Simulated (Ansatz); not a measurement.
# Bi2B3Br: the cost of one run

Program: Ansatz 0.2.0. Level of theory: DFT PBE, scalar-relativistic, plane waves, PAW. These are calculated values, not measurements.

### 1 Starting point

The structure is hexagonal, space group P6/mmm (No. 191). The conventional cell has a = 5.879 Å, b = 5.879 Å, c = 3.891 Å, α = 90.00°, β = 90.00°, γ = 120.00°. B (site symmetry mmm) has 4 Bi at 2.58 Å as nearest neighbours. Around Bi (site symmetry -6m2) lie 6 B at 2.58 Å and 3 Br at 3.39 Å and 3 Bi at 3.39 Å. Around Br (site symmetry 6/mmm) lie 6 Bi at 3.39 Å.

Coordinates:

```cif
data_structure
_symmetry_space_group_name_H-M 'P 1'
_symmetry_Int_Tables_number 1
_cell_length_a 5.8789
_cell_length_b 5.8789
_cell_length_c 3.8911
_cell_angle_alpha 90.000
_cell_angle_beta 90.000
_cell_angle_gamma 120.000
_cell_volume 116.46
loop_
_atom_site_label
_atom_site_type_symbol
_atom_site_fract_x
_atom_site_fract_y
_atom_site_fract_z
_atom_site_occupancy
B1 B 0.50000 0.00000 0.50000 1
B2 B 0.00000 0.50000 0.50000 1
B3 B 0.50000 0.50000 0.50000 1
Bi1 Bi 0.66667 0.33333 0.00000 1
Bi2 Bi 0.33333 0.66667 0.00000 1
Br1 Br 0.00000 0.00000 0.00000 1
```

A structure generator made this guess: species swapped into a database cell of GdSi2Rh3 (P6/mmm, No. 191), with Br on the Gd sites, Bi on the Si sites and B on the Rh sites. The dimensions are guesses.

### 2 A first look at the guess

Contents of input.yaml:

```yaml
crystal:
  lattice:
    - [5.878875, 0.0, 0.0]
    - [-2.9394375, 5.0912551, 0.0]
    - [0.0, 0.0, 3.89110247]
  atoms:
    - { symbol: B, position: [0.5, 0.0, 0.5] }
    - { symbol: B, position: [0.0, 0.5, 0.5] }
    - { symbol: B, position: [0.5, 0.5, 0.5] }
    - { symbol: Bi, position: [0.66666667, 0.33333333, 0.0] }
    - { symbol: Bi, position: [0.33333333, 0.66666667, 0.0] }
    - { symbol: Br, position: [0.0, 0.0, 0.0] }
basis:
  ecutwfc: 420
kpoints:
  mp_grid: { grid: [3, 3, 4] }
hamiltonian:
  xc: pbe
scf:
  occupations: { method: gaussian, width: 0.1 }
  lower_state_search: "off"
output:
  forces: true
  stress: true
  eigenvalues: true
```

Started as:

```bash
$ ansatz run input.yaml --threads 1 --pin off --max-ram 2560MiB --backend cpu --events-out ev --progress --plain --runs-dir out
```

Q: Estimate wall time and peak memory on 1 thread of Arm Neoverse V2, shared host.

About 1.8 s, with a peak of 0.35 GiB.
